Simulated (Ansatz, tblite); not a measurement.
**Al13As13 zinc blende bond sphere (Al13As13H30): a ladder of methods and basis sets**

How do method and basis change the picture of Al13As13 zinc blende bond sphere (Al13As13H30) (singlet)?

Program: Ansatz 0.2.0, Gaussian basis. Level of theory: as each input shows. These are calculated values, not measurements.

The runs, in order: GFN1-xTB, GFN2-xTB, PBE-D4/def2-TZVP, r2SCAN-D4/def2-TZVP, PBE-D4/def2-SVP, PBE0-D4/def2-SVP.

1 further run of the same task is left out (set aside as unsound or not needed).

### 1 The structure

The geometry is that of the singlet, from an earlier relaxation (r2SCAN-D4/def2-SVP).

56 atoms, charge 0, spin multiplicity 1.

Bond lengths: Al1–As14 2.489 Å, Al1–As15 2.490 Å, Al1–As17 2.485 Å, Al1–H27 1.586 Å, Al2–As14 2.453 Å, Al2–As16 2.504 Å, Al2–As18 2.492 Å, Al2–H28 1.586 Å, Al3–As14 2.529 Å, Al3–As19 2.529 Å, Al3–H29 1.591 Å, Al3–H30 1.595 Å, Al4–As17 2.485 Å, Al4–As19 2.489 Å, Al4–As20 2.489 Å, Al4–H31 1.586 Å, Al5–As18 2.492 Å, Al5–As19 2.453 Å and more. Angles: As14–Al1–As15 111.4°, As14–Al1–As17 104.8°, As14–Al1–H27 111.2°, As15–Al1–As17 104.8°, As15–Al1–H27 111.2°, As17–Al1–H27 113.1°, As14–Al2–As16 105.5°, As14–Al2–As18 101.6°, As14–Al2–H28 119.6°, As16–Al2–As18 103.8°, As16–Al2–H28 111.1°, As18–Al2–H28 113.6°, As14–Al3–As19 96.2°, As14–Al3–H29 109.2°, As14–Al3–H30 107.8°, As19–Al3–H29 109.2°, As19–Al3–H30 107.8°, H29–Al3–H30 123.2° and more.

PBE0-D4/def2-TZVP was run before; its log isn't repeated, and its numbers join the tables.

### 2 GFN1-xTB

Tight binding, by tblite at 300 K electronic temperature and without a spin-polarisation term:

```python
tblite.interface.Calculator('GFN1-xTB', numbers, positions, charge=0, uhf=0).singlepoint()
```

Energy -1748.4077 eV, HOMO -10.17 eV, LUMO -6.84 eV; 0.78 s.

### 3 GFN2-xTB

Tight binding, by tblite at 300 K electronic temperature and without a spin-polarisation term:

```python
tblite.interface.Calculator('GFN2-xTB', numbers, positions, charge=0, uhf=0).singlepoint()
```

Energy -1636.4332 eV, HOMO -9.52 eV, LUMO -6.95 eV; 0.85 s.

### 4 PBE-D4/def2-TZVP

start.molden holds the orbitals of an earlier run on this state, given as this run's starting guess.

in.yaml reads:

```yaml
crystal:
  periodic: [false, false, false]
  atoms:
    - {symbol: Al, position_ang: [-2.188682, -2.187170, -0.661131]}
    - {symbol: Al, position_ang: [-2.283073, 0.817408, -3.622069]}
    - {symbol: Al, position_ang: [-5.202579, 0.779443, -0.774241]}
    - {symbol: Al, position_ang: [-2.185552, 0.664976, 2.188721]}
    - {symbol: Al, position_ang: [-2.279800, 3.625153, -0.816510]}
    - {symbol: Al, position_ang: [0.813697, -2.282170, -3.623736]}
    - {symbol: Al, position_ang: [0.775246, -5.203660, -0.776967]}
    - {symbol: Al, position_ang: [0.664116, -2.187629, 2.187369]}
    - {symbol: Al, position_ang: [3.622458, -2.282350, -0.819184]}
    - {symbol: Al, position_ang: [0.666565, 0.666229, -0.667389]}
    - {symbol: Al, position_ang: [0.820320, 3.624544, 2.279401]}
    - {symbol: Al, position_ang: [3.625420, 0.816619, 2.278134]}
    - {symbol: Al, position_ang: [0.780935, 0.777582, 5.201745]}
    - {symbol: As, position_ang: [-3.517521, -0.607101, -2.052190]}
    - {symbol: As, position_ang: [-0.610378, -3.516817, -2.053616]}
    - {symbol: As, position_ang: [-0.723617, -0.720672, -4.836032]}
    - {symbol: As, position_ang: [-0.733943, -0.733928, 0.734955]}
    - {symbol: As, position_ang: [-0.787610, 2.083029, -2.082706]}
    - {symbol: As, position_ang: [-3.514539, 2.056727, 0.609349]}
    - {symbol: As, position_ang: [-0.604089, 2.056133, 3.515831]}
    - {symbol: As, position_ang: [-0.717580, 4.838277, 0.719527]}
    - {symbol: As, position_ang: [2.081128, -0.788318, -2.084208]}
    - {symbol: As, position_ang: [2.054237, -3.517125, 0.606869]}
    - {symbol: As, position_ang: [2.057180, -0.607985, 3.514572]}
    - {symbol: As, position_ang: [4.837058, -0.721064, 0.716519]}
    - {symbol: As, position_ang: [2.084101, 2.082584, 0.785007]}
    - {symbol: H, position_ang: [-3.132130, -3.130468, 0.196788]}
    - {symbol: H, position_ang: [-3.080006, 1.740372, -4.635543]}
    - {symbol: H, position_ang: [-6.047326, -0.172978, 0.180345]}
    - {symbol: H, position_ang: [-5.869488, 1.804018, -1.799147]}
    - {symbol: H, position_ang: [-3.129255, -0.190992, 3.133570]}
    - {symbol: H, position_ang: [-3.076626, 4.638995, -1.739188]}
    - {symbol: H, position_ang: [1.735442, -3.079176, -4.638302]}
    - {symbol: H, position_ang: [-0.177873, -6.047627, 0.177607]}
    - {symbol: H, position_ang: [1.798882, -5.871232, -1.802366]}
    - {symbol: H, position_ang: [-0.192551, -3.131030, 3.131855]}
    - {symbol: H, position_ang: [4.635694, -3.079141, -1.742583]}
    - {symbol: H, position_ang: [1.744346, 4.637996, 3.075172]}
    - {symbol: H, position_ang: [4.640116, 1.739311, 3.073854]}
    - {symbol: H, position_ang: [-0.173142, -0.175549, 6.046281]}
    - {symbol: H, position_ang: [1.806379, 1.801480, 5.868855]}
    - {symbol: H, position_ang: [-4.345184, -1.482391, -2.970093]}
    - {symbol: H, position_ang: [-1.486861, -4.343192, -2.971527]}
    - {symbol: H, position_ang: [-1.551289, -1.547450, -5.792151]}
    - {symbol: H, position_ang: [0.055241, 0.058276, -5.871443]}
    - {symbol: H, position_ang: [0.106625, 2.945569, -2.947254]}
    - {symbol: H, position_ang: [-4.340449, 2.975470, 1.485420]}
    - {symbol: H, position_ang: [-1.478840, 2.974860, 4.343153]}
    - {symbol: H, position_ang: [-1.543600, 5.795340, 1.546846]}
    - {symbol: H, position_ang: [0.061544, 5.872696, -0.060446]}
    - {symbol: H, position_ang: [2.944227, 0.105618, -2.948494]}
    - {symbol: H, position_ang: [2.973223, -4.343730, 1.482008]}
    - {symbol: H, position_ang: [2.976153, -1.483544, 4.340754]}
    - {symbol: H, position_ang: [5.794851, -1.547597, 1.542498]}
    - {symbol: H, position_ang: [5.870868, 0.058151, -0.064198]}
    - {symbol: H, position_ang: [2.947491, 2.945202, -0.110272]}
basis:
  gaussian: {orbitals: def2-TZVP, fitting: {mean_field: def2-universal-jkfit}, initial_orbitals: start.molden}
hamiltonian: {xc: pbe, dispersion: d4}
scf: {omitted_lower_state_checks: [starts]}
output: {orbitals: {seedname: orbitals}}
```

Started as:

```
> ansatz run in.yaml --threads 11 --pin off --events-out ev --progress --plain --max-ram 174080MiB --backend cuda --devices 0, --max-vram 75GiB
```

The runs that follow: r2SCAN-D4/def2-TZVP; PBE-D4/def2-SVP; PBE0-D4/def2-SVP.

Q: Predict the results of all the runs planned. Wanted: gap in def2-TZVP, named functionals, smallest and largest; binding an atom, functionals in def2-TZVP; PBE0 total energy, smallest basis above largest.

As calculated:

| quantity | value |
| --- | --- |
| gap in def2-TZVP, named functionals, smallest and largest | 3.71 eV (PBE-D4), 5.34 eV (PBE0-D4) |
| binding an atom, functionals in def2-TZVP | 2.84 (PBE0-D4) to 2.87 eV (r2SCAN-D4) |
| PBE0 total energy, smallest basis above largest | 126.89 eV (def2-SVP, def2-TZVP) |

What this shows: Orbital gaps of the named functionals in def2-TZVP span 3.71 eV (PBE-D4) to 5.34 eV (PBE0-D4); exact exchange widens it.
